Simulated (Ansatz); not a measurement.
# C3H9NSn: a ladder of functionals and wavefunction methods

Aim: compute C3H9NSn with functionals from several rungs and with coupled cluster, and see how far each lands from CCSD(T) at the basis-set limit for the atomisation energy.

The runs use Ansatz 0.2.0, Gaussian basis; functionals in def2-TZVPP, the program's frozen cores in correlated methods.

Plan: LDA (SPW92), PBE-D4, revPBE-D4, BLYP-D4, r2SCAN-D4, B97M-V, PBE0-D4, B3LYP-D4, r2SCANh-D4, r2SCAN0-D4, HSE06-D4, BHLYP-D4, CAM-B3LYP-D4, LC-ωPBE, ωB97X-V, ωB97M-V, B2PLYP, PBE-QIDH; CCSD(T)/def2-SVP; CCSD(T)/def2-TZVPP; MP2/def2-QZVPP; extrapolation to the limit; RPA on PBE.

## Step 1: The geometry

All runs share one geometry, relaxed beforehand with PBE0-D4 in a triple-zeta def2 set. Sn takes the def2 core potential; no spin-orbit term is included.

SMILES `C[CH](C)[Sn][NH2]`, 14 atoms, charge 0, spin multiplicity 1.

Atoms are counted from 1 here; the program's logs count them from 0.

Bond lengths: C1–C2 1.521 Å, C1–H6 1.095 Å, C1–H7 1.095 Å, C1–H8 1.098 Å, C2–C3 1.522 Å, C2–Sn4 2.221 Å, C2–H9 1.096 Å, C3–H10 1.098 Å, C3–H11 1.095 Å, C3–H12 1.095 Å, Sn4–N5 2.015 Å, N5–H13 1.008 Å, N5–H14 1.009 Å. Angles: C2–C1–H6 111.7°, C2–C1–H7 112.5°, C2–C1–H8 111.4°, H6–C1–H7 107.1°, H6–C1–H8 106.9°, H7–C1–H8 107.0°, C1–C2–C3 111.8°, C1–C2–Sn4 111.3°, C1–C2–H9 108.6°, C3–C2–Sn4 111.2°, C3–C2–H9 108.6°, Sn4–C2–H9 105.0°, C2–C3–H10 111.4°, C2–C3–H11 112.5°, C2–C3–H12 111.7°, H10–C3–H11 107.0°, H10–C3–H12 106.9°, H11–C3–H12 107.1° and more.

## Step 2: LDA

This LDA is Slater exchange with PW92 correlation.

in.yaml

```yaml
crystal:
  periodic: [false, false, false]
  atoms:
    - {symbol: C, position_ang: [-0.694736, 0.021050, 1.354213]}
    - {symbol: C, position_ang: [0.108643, -0.835101, 0.386485]}
    - {symbol: C, position_ang: [1.493569, -0.256445, 0.136906]}
    - {symbol: Sn, position_ang: [-0.988038, -1.143428, -1.519764]}
    - {symbol: N, position_ang: [-1.003294, 0.817997, -1.978931]}
    - {symbol: H, position_ang: [-0.870662, 1.025727, 0.956433]}
    - {symbol: H, position_ang: [-1.674921, -0.410877, 1.580200]}
    - {symbol: H, position_ang: [-0.169376, 0.143439, 2.310634]}
    - {symbol: H, position_ang: [0.220053, -1.837949, 0.815272]}
    - {symbol: H, position_ang: [2.052602, -0.138466, 1.074608]}
    - {symbol: H, position_ang: [2.099262, -0.889468, -0.519513]}
    - {symbol: H, position_ang: [1.441279, 0.732535, -0.329704]}
    - {symbol: H, position_ang: [-1.423752, 1.184846, -2.817968]}
    - {symbol: H, position_ang: [-0.603530, 1.557041, -1.419972]}
basis:
  gaussian: {orbitals: def2-TZVPP}
hamiltonian: {xc: lda}
output: {orbitals: {seedname: orbitals}}
```

Run with:

```console
$ ansatz run in.yaml --threads 4 --pin off --events-out ev --progress --plain --max-ram 11315MiB
```

After this run come: PBE-D4 (GGA); revPBE-D4 (GGA); BLYP-D4 (GGA); r2SCAN-D4 (meta-GGA); B97M-V (meta-GGA); B3LYP-D4 (hybrid); r2SCANh-D4 (hybrid); r2SCAN0-D4 (hybrid); HSE06-D4 (hybrid); BHLYP-D4 (hybrid); CAM-B3LYP-D4 (range-separated); LC-ωPBE (range-separated); ωB97X-V (range-separated); ωB97M-V (range-separated); B2PLYP (double hybrid); PBE-QIDH (double hybrid); CCSD(T) in def2-SVP; CCSD(T) in def2-TZVPP; MP2 in def2-QZVPP; RPA on PBE orbitals.

Before running them: what should the planned runs give, taken together? Wanted: atomisation energy, CCSD(T)/CBS; farthest beyond LDA; mean size of error, GGA; mean size of error, meta-GGA; mean size of error, hybrid; mean size of error, range-separated; mean size of error, double hybrid; gap, smallest and largest; T1 diagnostic.

As calculated:

```
                               quantity                                                                                                           value
        atomisation energy, CCSD(T)/CBS                                                                                                   5093.6 kJ/mol
 functionals within 50.9 kJ/mol (1.0 %)  revPBE-D4, BLYP-D4, r2SCAN-D4, B97M-V, PBE0-D4, B3LYP-D4, r2SCANh-D4, HSE06-D4, CAM-B3LYP-D4, ωB97X-V, ωB97M-V
                    farthest beyond LDA                                                                                        BHLYP-D4 (-137.8 kJ/mol)
                mean size of error, GGA                                                                                                     38.6 kJ/mol
           mean size of error, meta-GGA                                                                                                     12.8 kJ/mol
             mean size of error, hybrid                                                                                                     46.1 kJ/mol
    mean size of error, range-separated                                                                                                     18.3 kJ/mol
      mean size of error, double hybrid                                                                                                     59.3 kJ/mol
              gap, smallest and largest                                                                        2.31 eV (LDA (SPW92)), 8.47 eV (LC-ωPBE)
                          T1 diagnostic                                                                                                          0.0147
triples share of the correlation energy                                                                                                           3.7 %
```

**Reading.** LDA overbinds by 692.7 kJ/mol (14 %). PBE-D4 misses by +84.3 kJ/mol. Double hybrids carry the basis error of their MP2 part in triple zeta, and no dispersion term here, so their miss is partly the set-up's. The rungs meta-GGA, range-separated, GGA, hybrid miss on average by less than the doubt on the reference (50.9 kJ/mol), so they tie. Misses under about 50.9 kJ/mol are within the doubt on the reference itself, which lacks core-valence correlation, spin-orbit coupling and higher excitations, and its outer-core shells are covered unevenly. All levels share the lack of spin-orbit coupling, which lowers the free heavy atoms and so the true binding. Hartree-Fock recovers 72 % of the binding; the rest is correlation. CCSD(T) in def2-SVP is off by -289.0 kJ/mol, which most functionals beat. Orbital gaps span 2.3 to 8.5 eV; exact exchange widens them. Correlated methods include outer-core shells of Sn, which these sets cover unevenly.
